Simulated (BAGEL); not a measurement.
**HF/3-21G (density fitting with qzvpp-jkfit) run of B2SiH6S (SMILES BBS[SiH3])**

Aim: the energy change on altering one bond length of B2SiH6S at HF/3-21G (density fitting with qzvpp-jkfit), from 2 runs. 

The calculation is run with BAGEL 1.2.2.

4 further runs of the same task are left out: 3 that didn't finish, 1 set aside as unsound or not needed.

## (1) Starting point

B2SiH6S has 10 atoms, charge 0, and is taken as a singlet. SMILES: `BBS[SiH3]`. Geometry: relaxed at GFN2-xTB. This is one conformer, not always the lowest.

Bond lengths: B1–B2 1.634 Å, B2–S3 1.785 Å, S3–Si4 2.162 Å, B1–H5 1.173 Å, B1–H6 1.173 Å, B2–H7 1.179 Å, Si4–H8 1.459 Å, Si4–H9 1.454 Å, Si4–H10 1.457 Å. Some angles: B1–B2–S3 122.0°, B2–S3–Si4 105.8°, B1–B2–H7 122.6°, S3–B2–H7 115.4°, B2–B1–H5 122.4°, B2–B1–H6 122.7°, S3–Si4–H8 107.9°, S3–Si4–H9 103.2°, S3–Si4–H10 108.8°, H5–B1–H6 114.8°.

## (2) The energy at HF/3-21G (density fitting with qzvpp-jkfit)

calc.json

```json
{ "bagel": [

{
  "title": "molecule",
  "basis": "3-21g",
  "df_basis": "qzvpp-jkfit",
  "angstrom": "true",
  "geometry": [
    { "atom": "B", "xyz": [    0.320400,    2.202830,    1.213110 ] },
    { "atom": "B", "xyz": [   -0.037380,    0.908440,    0.282120 ] },
    { "atom": "S", "xyz": [    0.691170,   -0.695650,    0.570120 ] },
    { "atom": "Si", "xyz": [   -0.158440,   -2.005300,   -0.926110 ] },
    { "atom": "H", "xyz": [    1.224640,    2.913910,    0.981760 ] },
    { "atom": "H", "xyz": [   -0.325400,    2.512860,    2.142240 ] },
    { "atom": "H", "xyz": [   -0.780240,    0.969730,   -0.631150 ] },
    { "atom": "H", "xyz": [   -1.442900,   -2.482940,   -0.426700 ] },
    { "atom": "H", "xyz": [    0.830130,   -3.065240,   -1.038370 ] },
    { "atom": "H", "xyz": [   -0.321970,   -1.258640,   -2.167010 ] }
  ]
},
{
  "title": "hf"
},
{
  "title": "print",
  "file": "orbitals.molden",
  "orbitals": "true"
}

]}
```

The run is started by

```console
$ BAGEL_NUM_THREADS=1 BAGEL calc.json > calc.out
```

The log of the run:

```text
* using 1 threads per process

  ===============================================================
  ===============================================================

  *** Geometry ***

  { "atom" : "B", "xyz" : [      0.605468,      4.162745,      2.292446 ] },
  { "atom" : "B", "xyz" : [     -0.070638,      1.716703,      0.533130 ] },
  { "atom" : "S", "xyz" : [      1.306122,     -1.314588,      1.077371 ] },
  { "atom" : "Si", "xyz" : [     -0.299408,     -3.789468,     -1.750094 ] },
  { "atom" : "H", "xyz" : [      2.314234,      5.506492,      1.855258 ] },
  { "atom" : "H", "xyz" : [     -0.614917,      4.748617,      4.048247 ] },
  { "atom" : "H", "xyz" : [     -1.474440,      1.832524,     -1.192701 ] },
  { "atom" : "H", "xyz" : [     -2.726686,     -4.692077,     -0.806346 ] },
  { "atom" : "H", "xyz" : [      1.568718,     -5.792464,     -1.962235 ] },
  { "atom" : "H", "xyz" : [     -0.608435,     -2.378485,     -4.095055 ] },

  Number of auxiliary basis functions:      514

  Since a DF basis is specified, we compute 2- and 3-index integrals:
    o Being stored without compression. Storage requirement is 0.013 GB

  Number of basis functions:       56
  Number of electrons      :       46

    * METHOD: MOLECULE                             0.22

  *** RHF ***

  === Nuclear Repulsion ===
   173.1704899094

      * DIIS with orbital gradients will be used.

  === RHF iteration (3-21g) ===
      0       -735.45399121          0.01018291           0.05
      1       -735.50457996          0.00289247           0.04
      2       -735.50851466          0.00090591           0.05
      3       -735.50901228          0.00014471           0.05
      4       -735.50902619          0.00004403           0.05
      5       -735.50902796          0.00001527           0.05
      6       -735.50902819          0.00000576           0.05
      7       -735.50902822          0.00000169           0.05
      8       -735.50902823          0.00000058           0.05
      9       -735.50902823          0.00000019           0.05
     10       -735.50902823          0.00000007           0.05
     11       -735.50902823          0.00000002           0.05
     12       -735.50902823          0.00000001           0.04
    * SCF iteration converged.

    * Permanent dipole moment:
           (    0.537376,     0.164063,     0.695200) a.u.

    * METHOD: HF                                   0.75

    * METHOD: PRINT                                0.01

  ===============================================================
```

It took 1.1 s on 1 thread of Arm Neoverse V1, shared host; peak memory 0.093 GiB.

## (3) The distorted shape, same level

calc.json

```json
{ "bagel": [

{
  "title": "molecule",
  "basis": "3-21g",
  "df_basis": "qzvpp-jkfit",
  "angstrom": true,
  "geometry": [
    { "atom": "B", "xyz": [      -0.470440,       3.050765,       1.302916 ] },
    { "atom": "B", "xyz": [      -0.828220,       1.756375,       0.371926 ] },
    { "atom": "S", "xyz": [      -0.099670,       0.152285,       0.659926 ] },
    { "atom": "Si", "xyz": [      -0.949280,      -1.157365,      -0.836304 ] },
    { "atom": "H", "xyz": [       0.433800,       3.761845,       1.071566 ] },
    { "atom": "H", "xyz": [      -1.116240,       3.360795,       2.232046 ] },
    { "atom": "H", "xyz": [      -1.571080,       1.817665,      -0.541344 ] },
    { "atom": "H", "xyz": [      -2.233740,      -1.635005,      -0.336894 ] },
    { "atom": "H", "xyz": [       0.830130,      -3.065240,      -1.038370 ] },
    { "atom": "H", "xyz": [      -1.112810,      -0.410705,      -2.077204 ] }
  ]
},

{ "title": "hf" },

{ "title": "print", "file": "orbitals.molden", "orbitals": true }

]}
```

The run is started by

```console
$ BAGEL_NUM_THREADS=1 BAGEL calc.json > calc.out
```

The log of the run:

```text
* using 1 threads per process

  ===============================================================
  ===============================================================

  *** Geometry ***

  { "atom" : "B", "xyz" : [     -0.889003,      5.765110,      2.462154 ] },
  { "atom" : "B", "xyz" : [     -1.565109,      3.319068,      0.702838 ] },
  { "atom" : "S", "xyz" : [     -0.188349,      0.287777,      1.247079 ] },
  { "atom" : "Si", "xyz" : [     -1.793879,     -2.187103,     -1.580386 ] },
  { "atom" : "H", "xyz" : [      0.819763,      7.108857,      2.024966 ] },
  { "atom" : "H", "xyz" : [     -2.109388,      6.350982,      4.217956 ] },
  { "atom" : "H", "xyz" : [     -2.968911,      3.434889,     -1.022992 ] },
  { "atom" : "H", "xyz" : [     -4.221157,     -3.089712,     -0.636637 ] },
  { "atom" : "H", "xyz" : [      1.568718,     -5.792464,     -1.962235 ] },
  { "atom" : "H", "xyz" : [     -2.102906,     -0.776120,     -3.925347 ] },

  Number of auxiliary basis functions:      514

  Since a DF basis is specified, we compute 2- and 3-index integrals:
    o Being stored without compression. Storage requirement is 0.013 GB

  Number of basis functions:       56
  Number of electrons      :       46

    * METHOD: MOLECULE                             0.22

  *** RHF ***

  === Nuclear Repulsion ===
   169.8505366588

      * DIIS with orbital gradients will be used.

  === RHF iteration (3-21g) ===
      0       -735.30797345          0.01116595           0.05
      1       -735.37178826          0.00361395           0.04
      2       -735.37824599          0.00111876           0.04
      3       -735.37904779          0.00015155           0.04
      4       -735.37906548          0.00005349           0.04
      5       -735.37906789          0.00001690           0.05
      6       -735.37906818          0.00000614           0.05
      7       -735.37906822          0.00000209           0.04
      8       -735.37906822          0.00000069           0.04
      9       -735.37906822          0.00000023           0.04
     10       -735.37906822          0.00000008           0.05
     11       -735.37906822          0.00000003           0.05
     12       -735.37906822          0.00000001           0.05
    * SCF iteration converged.

    * Permanent dipole moment:
           (    0.827479,    -0.372135,     0.545289) a.u.

    * METHOD: HF                                   0.72

    * METHOD: PRINT                                0.01

  ===============================================================
```

Run time: 1.1 s. Hardware: 1 thread of Arm Neoverse V1, shared host; peak memory 0.094 GiB.

## (4) Outcome

At HF/3-21G (density fitting with qzvpp-jkfit):

| quantity | value |
| --- | --- |
| first shape: total energy | -735.50903 Eh |
| first shape: dipole moment | 2.27 D |
| first shape: HOMO energy | -10.59 eV |
| first shape: LUMO energy | 1.91 eV |
| first shape: HOMO–LUMO gap | 12.50 eV |
| distorted shape: total energy | -735.37907 Eh |
| distorted shape: dipole moment | 2.69 D |
| distorted shape: HOMO energy | -9.42 eV |
| distorted shape: LUMO energy | 0.45 eV |
| distorted shape: HOMO–LUMO gap | 9.87 eV |
| energy change with the Si4–H9 bond stretched from 1.454 to 2.617 Å | 3.536 eV |

What this shows: One bond (distorted shape) is far stretched, which a spin-restricted single reference describes badly; a broken-symmetry solution may lie lower. With the Si4–H9 bond stretched from 1.454 to 2.617 Å the energy rises by 3.54 eV (341 kJ/mol). The first shape isn't relaxed at this level, so the change isn't measured from a minimum. A restricted reference can't describe the breaking bond well at this length.
